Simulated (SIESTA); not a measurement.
The system is AlV2C.

```
CELL_PARAMETERS angstrom
2.88760 0.00000 0.00000
-1.44380 2.50073 0.00000
0.00000 0.00000 13.10482
ATOMIC_POSITIONS crystal
V 0.33333 0.66667 0.91362
V 0.66667 0.33333 0.08638
V 0.66667 0.33333 0.41362
V 0.33333 0.66667 0.58638
Al 0.66667 0.33333 0.75000
Al 0.33333 0.66667 0.25000
C 0.00000 0.00000 0.50000
C 0.00000 0.00000 0.00000
```

The cell comes from a database or a generator and needn't be the stable form of this composition.

```yaml
Program: SIESTA 5.4.2
Task: single point
Functional: PBEsol
Potentials_or_basis: PseudoDojo 0.4 standard (PBEsol files)
Basis: DZP (energy shift 0.003 Ry; two zetas on semicore shells)
Grid_cutoff: 800 Ry
Energy_shift: 0.003 Ry
k_mesh: 11 × 11 × 2
Occupations: fermi-dirac, width 0.05 eV
Spin: collinear spin, ferromagnetic start
Starting_moments: "[2.0, 2.0, 2.0, 2.0, 0.0, 0.0, 0.0, 0.0] μB"
```

On this cell: pressure -2.6 GPa; largest force 0.349 eV/Å; net moment 0.00 μB per cell; band gap on the k mesh none (metal or under the smearing width).

The same run follows on a disturbed copy (atoms moved at random, drawn with an rms of 0.05 Å):

```
V Al C
1.0
     2.88760    0.00000    0.00000
    -1.44380    2.50073    0.00000
     0.00000    0.00000   13.10482
V Al C
4 2 2
Direct
  0.31809 0.65010 0.91423
  0.67445 0.32110 0.08488
  0.65843 0.33339 0.41243
  0.33123 0.68075 0.58535
  0.66351 0.33142 0.74736
  0.34429 0.67667 0.24979
  0.98037 0.98478 0.49697
  0.00309 0.01206 0.00002
```

**Question.** What changes?

**Answer.** The energy (extrapolated to zero smearing) moves by +13.6 meV/atom; pressure -1.7 GPa; largest force 1.421 eV/Å; net moment 0.00 μB per cell; band gap on the k mesh none (metal or under the smearing width).

Forces in eV/Å, atoms in the order of the input:
```
V    0.157  0.816 -0.140
V   -0.629  0.684  0.135
V   -0.019 -0.348  0.176
V   -0.054 -0.751 -0.601
Al  -0.053  0.017  0.294
Al  -0.045 -0.123 -0.145
C    0.209  1.049  0.422
C    0.435 -1.346 -0.141
```

Stress tensor (GPa, compression positive):
```
-1.91 -0.35 -0.85
-0.35 -1.48 -0.49
-0.85 -0.49 -1.72
```

Caveats: the basis of atomic orbitals isn't converged, which shifts pressures, moduli and gaps.
